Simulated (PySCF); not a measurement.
# C6H6N2SeSi: excited states, first hyperpolarisability

Aim: compute the excited states, first hyperpolarisability of C6H6N2SeSi (`[SiH3]c1cccc2n[se]nc12`).

Programs: PySCF 2.14.0, with routines of our own; each step states its level. All values are computed. Atoms count from 0.

### Step 1. The system as given

16 atoms, charge 0, multiplicity 1; geometry from: GFN2-xTB.

### Step 2. Relaxing the molecule at PBE0-D3(BJ)/def2-SVP

Job settings and geometry (Å):

```
{"job": {"xc": "PBE0", "basis": "def2-SVP", "d3": "d3bj", "grid": 2, "kind": "geom"}, "charge": 0, "multiplicity": 1}
Si     2.445986     0.771563    -0.241599
C      0.738689    -0.008168    -0.056315
C      0.499101    -1.355971    -0.010259
C     -0.800016    -1.898547     0.109398
C     -1.906556    -1.103935     0.185598
C     -1.725646     0.293956     0.148820
N     -2.688945     1.206196     0.217669
Se    -1.966452     2.798066     0.134170
N     -0.341317     2.161933     0.004874
C     -0.393659     0.835347     0.028369
H      3.402407    -0.336798    -0.324604
H      2.728835     1.604496     0.925427
H      2.478615     1.561215    -1.471255
H      1.333363    -2.040252    -0.071388
H     -0.908998    -2.973037     0.136770
H     -2.903007    -1.507119     0.272916
```

Run with:

```sh
$ OMP_NUM_THREADS=1 python excited_run.py task.json out
```

One launch serves the whole session: the jobs run in the order shown.

Log:

```text
step   0  E = -3031.34943546  max force = 0.022942
step   1  E = -3031.35348312  max force = 0.003737
step   2  E = -3031.35352728  max force = 0.003571
step   3  E = -3031.35356317  max force = 0.000912
step   4  E = -3031.35356248  max force = 0.001008
step   5  E = -3031.35356735  max force = 0.000282
optimisation converged
```

Wall time 2.2 min (1 thread of Arm Neoverse V1, shared host); peak memory 0.96 GiB.

The steps of the relaxation:

```tsv
step	energy from step 0 (eV)	largest force component (eV/Å)
0	0.0000	1.1797
1	-0.1101	0.1922
2	-0.1113	0.1836
3	-0.1123	0.0469
4	-0.1123	0.0518
5	-0.1124	0.0145
```

Close pairs (by a distance rule), those that changed most:

```tsv
bond	before (Å)	after (Å)	change (Å)
Si0–H11	1.461	1.492	+0.031
Si0–H12	1.462	1.492	+0.031
Si0–H10	1.466	1.495	+0.029
Se7–N8	1.750	1.777	+0.027
N6–Se7	1.750	1.777	+0.027
C1–C9	1.415	1.436	+0.021
C2–C3	1.413	1.433	+0.020
C4–C5	1.410	1.429	+0.019
```

The final coordinates are the input of the step that follows.

```tsv
at the end point	value
point group (found at 0.08 Å tolerance)	Cs
rotational constants (GHz, main isotopes)	1.397, 0.641, 0.442
dipole moment (D)	1.05
```

### Step 3. Excited states: TDA CAM-B3LYP/aug-cc-pVDZ

Job settings and geometry (Å):

```
{"job": {"kind": "states", "xc": "CAM-B3LYP", "basis": "aug-cc-pVDZ", "tda": true, "soc": true, "nstates": 6, "ntriplets": 5, "nquad": 4}, "charge": 0, "multiplicity": 1}
Si     2.170525     0.751452    -0.422380
C      0.460664    -0.009309    -0.252148
C      0.229807    -1.363087    -0.213238
C     -1.085063    -1.918034    -0.084302
C     -2.195527    -1.127555     0.008708
C     -2.029819     0.291535    -0.024231
N     -3.016106     1.170764     0.057428
Se    -2.272981     2.782005    -0.033117
N     -0.611033     2.170294    -0.181037
C     -0.686749     0.848667    -0.156921
H      3.152968    -0.373389    -0.497351
H      2.494960     1.608296     0.755594
H      2.269181     1.572516    -1.664658
H      1.073449    -2.055990    -0.282395
H     -1.192039    -3.005253    -0.060795
H     -3.200423    -1.540789     0.106903
```

Level: TDA CAM-B3LYP/aug-cc-pVDZ excited states, vertical, gas phase, spin-orbit mean-field couplings.

Log:

```text
coarse grid: 69896 points
cycle   1  E = -3032.6690240713  dE =  1.162e+00  |g| = 4.029e-01  |ddm| = 6.914e+01
cycle   2  E = -3032.6847425390  dE = -1.572e-02  |g| = 3.738e-01  |ddm| = 8.134e+00
cycle   3  E = -3032.7162670102  dE = -3.152e-02  |g| = 6.761e-02  |ddm| = 2.694e+00
cycle   4  E = -3032.7172983513  dE = -1.031e-03  |g| = 3.511e-02  |ddm| = 7.541e-01
cycle   5  E = -3032.7175995512  dE = -3.012e-04  |g| = 1.218e-02  |ddm| = 2.600e-01
cycle   6  E = -3032.7176391573  dE = -3.961e-05  |g| = 6.213e-03  |ddm| = 1.062e-01
cycle   7  E = -3032.7176511069  dE = -1.195e-05  |g| = 2.022e-03  |ddm| = 3.555e-02
cycle   8  E = -3032.7176538690  dE = -2.762e-06  |g| = 1.042e-03  |ddm| = 2.372e-02
final grid: 146464 points
cycle   9  E = -3032.7176631822  dE = -2.015e-07  |g| = 1.339e-03  |ddm| = 7.384e-02
cycle  10  E = -3032.7176625229  dE =  6.593e-07  |g| = 2.213e-03  |ddm| = 1.881e-02
cycle  11  E = -3032.7176637395  dE = -1.217e-06  |g| = 3.165e-04  |ddm| = 9.482e-03
cycle  12  E = -3032.7176637686  dE = -2.909e-08  |g| = 9.040e-05  |ddm| = 1.563e-03
cycle  13  E = -3032.7176637811  dE = -1.248e-08  |g| = 5.837e-05  |ddm| = 1.965e-03
cycle  14  E = -3032.7176637823  dE = -1.164e-09  |g| = 1.081e-05  |ddm| = 3.787e-04
cycle  15  E = -3032.7176637823  dE = -3.547e-11  |g| = 1.786e-06  |ddm| = 1.153e-04
converged SCF energy = -3032.7176637823

Singlet excitations
state   eV       nm        f     d(h-e)  d(exc)  Lambda  PR(NTO)  |dmu|/D   mu/D   main configurations
  1   4.0463   306.4   0.10409   1.258   3.484   0.766   1.126    3.058    4.112   H->L 0.93
  2   4.4396   279.3   0.33435   0.345   3.251   0.669   1.330    0.359    0.971   H-1->L 0.85
  3   4.4960   275.8   0.00003   0.504   2.889   0.517   1.020    1.088    1.100   H-2->L 0.74, H-3->L 0.19
  4   4.7299   262.1   0.00014   0.547   3.130   0.519   1.037    1.373    1.530   H-3->L 0.74, H-2->L 0.20
  5   5.4128   229.1   0.00000   1.322   3.134   0.375   1.006                     H-1->L+2 0.83
  6   5.8362   212.4   0.00313   2.667   4.006   0.282   1.025                     H->L+2 0.80

Triplet excitations (Tamm-Dancoff)
state   eV     d(h-e)  d(exc)  Lambda  PR(NTO)   main configurations
  1   2.3962   0.558   3.091   0.773   1.119   H->L 0.91
  2   2.9182   0.220   3.147   0.696   1.030   H-1->L 0.96
  3   3.8721   0.389   2.734   0.511   1.047   H-2->L 0.63, H-3->L 0.25
  4   4.1494   0.070   2.519   0.692   2.080   H->L+4 0.43, H-4->L 0.33, H-6->L 0.14
  5   4.3344   0.353   2.980   0.517   1.081   H-3->L 0.62, H-2->L 0.25
S1 - T1 = 1.6500 eV

Spin-orbit couplings |<S|Hso|T>| (cm-1)
             T1       T2       T3       T4       T5
S0        0.808    0.526  207.520    0.997  223.583
S1        0.055    0.653   36.879    0.141   23.086
S2        0.306    1.636  248.147    1.040  271.015
S3        2.216  217.662    9.911    5.451  126.131
S4        3.549  257.552  118.242    6.950   12.469
S5        8.854  274.423    0.971    6.587   10.156
S6      236.023   16.550   13.070  108.761    0.989
T1 sublevels (cm-1): 0.000 2.008 2.009   radiative rates (1/s): 65.9 1.5 0.00179
```

Run time: 2.2 min. Hardware: 1 thread of Arm Neoverse V1, shared host; peak memory 1.4 GiB.

From this job:

```tsv
quantity	value
S1 less T1	1.65 eV
```

### Step 4. Excited states: TDDFT CAM-B3LYP/aug-cc-pVDZ

The job, as its differences from that of step 3:

```diff
@@ -1,2 +1,2 @@
-{"job": {"kind": "states", "xc": "CAM-B3LYP", "basis": "aug-cc-pVDZ", "tda": true, "soc": true, "nstates": 6, "ntriplets": 5, "nquad": 4}, "charge": 0, "multiplicity": 1}
+{"job": {"kind": "states", "xc": "CAM-B3LYP", "basis": "aug-cc-pVDZ", "tpa": true, "nstates": 8, "nquad": 6, "ntriplets": 0}, "charge": 0, "multiplicity": 1}
 Si     2.170525     0.751452    -0.422380
```

Level: TDDFT CAM-B3LYP/aug-cc-pVDZ excited states, vertical, gas phase, two-photon moments by quadratic response.

Log:

```text
coarse grid: 69896 points
cycle   1  E = -3032.6690240713  dE =  1.162e+00  |g| = 4.029e-01  |ddm| = 6.914e+01
cycle   2  E = -3032.6847425390  dE = -1.572e-02  |g| = 3.738e-01  |ddm| = 8.134e+00
cycle   3  E = -3032.7162670102  dE = -3.152e-02  |g| = 6.761e-02  |ddm| = 2.694e+00
cycle   4  E = -3032.7172983513  dE = -1.031e-03  |g| = 3.511e-02  |ddm| = 7.541e-01
cycle   5  E = -3032.7175995512  dE = -3.012e-04  |g| = 1.218e-02  |ddm| = 2.600e-01
cycle   6  E = -3032.7176391573  dE = -3.961e-05  |g| = 6.213e-03  |ddm| = 1.062e-01
cycle   7  E = -3032.7176511069  dE = -1.195e-05  |g| = 2.022e-03  |ddm| = 3.555e-02
cycle   8  E = -3032.7176538690  dE = -2.762e-06  |g| = 1.042e-03  |ddm| = 2.372e-02
final grid: 146464 points
cycle   9  E = -3032.7176631822  dE = -2.015e-07  |g| = 1.339e-03  |ddm| = 7.384e-02
cycle  10  E = -3032.7176625229  dE =  6.593e-07  |g| = 2.213e-03  |ddm| = 1.881e-02
cycle  11  E = -3032.7176637395  dE = -1.217e-06  |g| = 3.165e-04  |ddm| = 9.482e-03
cycle  12  E = -3032.7176637686  dE = -2.909e-08  |g| = 9.040e-05  |ddm| = 1.563e-03
cycle  13  E = -3032.7176637811  dE = -1.248e-08  |g| = 5.837e-05  |ddm| = 1.965e-03
cycle  14  E = -3032.7176637823  dE = -1.164e-09  |g| = 1.081e-05  |ddm| = 3.787e-04
cycle  15  E = -3032.7176637823  dE = -3.547e-11  |g| = 1.786e-06  |ddm| = 1.153e-04
converged SCF energy = -3032.7176637823

Singlet excitations
state   eV       nm        f     d(h-e)  d(exc)  Lambda  PR(NTO)  |dmu|/D   mu/D   delta(TPA)   sigma/GM   main configurations
  1   3.8098   325.4   0.07423   1.144   3.443   0.761   1.168    2.816    3.877       16.12      0.086   H->L 0.97
  2   4.2225   293.6   0.25895   0.320   3.212   0.665   1.369    0.404    0.958       35.19      0.230   H-1->L 0.92
  3   4.4389   279.3   0.00001   0.502   2.893   0.517   1.021    1.076    1.081        0.61      0.004   H-2->L 0.73, H-3->L 0.20
  4   4.6981   263.9   0.00021   0.522   3.133   0.519   1.038    1.328    1.493        0.21      0.002   H-3->L 0.73, H-2->L 0.21
  5   5.3908   230.0   0.00000   1.338   3.145   0.375   1.010    4.260    5.360        1.52      0.016   H-1->L+2 0.83
  6   5.8186   213.1   0.00270   2.675   4.008   0.281   1.020    6.416    7.483        1.95      0.024   H->L+2 0.80
  7   6.0320   205.5   0.04334   0.092   3.521   0.687   2.216                                            H->L+4 0.54, H-4->L 0.32
  8   6.0964   203.4   0.10697   0.124   3.109   0.577   2.378                                            H-1->L+4 0.31, H->L+7 0.21, H->L+9 0.14
```

It took 2.8 min on 1 thread of Arm Neoverse V1, shared host; peak memory 1.4 GiB.

### Step 5. First hyperpolarisability: quadratic response CAM-B3LYP/aug-cc-pVDZ

The job, as its differences from that of step 4:

```diff
@@ -1,2 +1,2 @@
-{"job": {"kind": "states", "xc": "CAM-B3LYP", "basis": "aug-cc-pVDZ", "tpa": true, "nstates": 8, "nquad": 6, "ntriplets": 0}, "charge": 0, "multiplicity": 1}
+{"job": {"kind": "beta", "xc": "CAM-B3LYP", "basis": "aug-cc-pVDZ"}, "charge": 0, "multiplicity": 1}
 Si     2.170525     0.751452    -0.422380
```

Method: quadratic response CAM-B3LYP/aug-cc-pVDZ first hyperpolarisability, Taylor convention, gas phase.

Log:

```text
coarse grid: 69896 points
cycle   1  E = -3032.6690240713  dE =  1.162e+00  |g| = 4.029e-01  |ddm| = 6.914e+01
cycle   2  E = -3032.6847425390  dE = -1.572e-02  |g| = 3.738e-01  |ddm| = 8.134e+00
cycle   3  E = -3032.7162670102  dE = -3.152e-02  |g| = 6.761e-02  |ddm| = 2.694e+00
cycle   4  E = -3032.7172983513  dE = -1.031e-03  |g| = 3.511e-02  |ddm| = 7.541e-01
cycle   5  E = -3032.7175995512  dE = -3.012e-04  |g| = 1.218e-02  |ddm| = 2.600e-01
cycle   6  E = -3032.7176391573  dE = -3.961e-05  |g| = 6.213e-03  |ddm| = 1.062e-01
cycle   7  E = -3032.7176511069  dE = -1.195e-05  |g| = 2.022e-03  |ddm| = 3.555e-02
cycle   8  E = -3032.7176538690  dE = -2.762e-06  |g| = 1.042e-03  |ddm| = 2.372e-02
final grid: 146464 points
cycle   9  E = -3032.7176631822  dE = -2.015e-07  |g| = 1.339e-03  |ddm| = 7.384e-02
cycle  10  E = -3032.7176625229  dE =  6.593e-07  |g| = 2.213e-03  |ddm| = 1.881e-02
cycle  11  E = -3032.7176637395  dE = -1.217e-06  |g| = 3.165e-04  |ddm| = 9.482e-03
cycle  12  E = -3032.7176637686  dE = -2.909e-08  |g| = 9.040e-05  |ddm| = 1.563e-03
cycle  13  E = -3032.7176637811  dE = -1.248e-08  |g| = 5.837e-05  |ddm| = 1.965e-03
cycle  14  E = -3032.7176637823  dE = -1.164e-09  |g| = 1.081e-05  |ddm| = 3.787e-04
cycle  15  E = -3032.7176637823  dE = -3.547e-11  |g| = 1.786e-06  |ddm| = 1.153e-04
converged SCF energy = -3032.7176637823

Lowest singlets (eV, f): 3.8098 0.0742  4.2225 0.2589  4.4389 0.0000

First hyperpolarisability (au)
process     nm      |vector|   parallel      HRS      DR
static         -      142.68      39.22      80.86    2.63
shg       1907.0      146.69      37.19      84.18   2.572
eope      1907.0      144.02      38.62          -       -
shg       1064.0      154.44      29.61      93.17   2.109
eope      1064.0      146.97      37.03          -       -
```

Run time: 2 min. Hardware: 1 thread of Arm Neoverse V1, shared host; peak memory 1.4 GiB.

### Step 6. Results

| quantity | value |
| --- | --- |
| point group | Cs |
| rotational constants (main isotopes) | 1.40, 0.64, 0.44 GHz |
| S1 less T1 (step 3, TDA CAM-B3LYP/aug-cc-pVDZ) | 1.65 eV |
| β vector (step 5, quadratic response CAM-B3LYP/aug-cc-pVDZ) | static 143, SHG 1907.0 nm 147, SHG 1064.0 nm 154 au |

In words: The optimisation took 5 steps and gained 0.112 eV; among the close pairs (by a distance rule), Si0–H11 changed most, from 1.461 to 1.492 Å. Scalar relativity is left out for the heavy atoms. In step 3, the number of triplets below S1 is 3, and the largest singlet-triplet spin-orbit coupling is S5–T2, 274.42 cm⁻¹. Steps that list no spin-orbit terms leave them out, which matters at and beside the heavy atoms. β grows from 143 au (static) to 154 au for doubling at 1064.0 nm: normal dispersion, which grows as twice the photon energy moves toward the bright states.
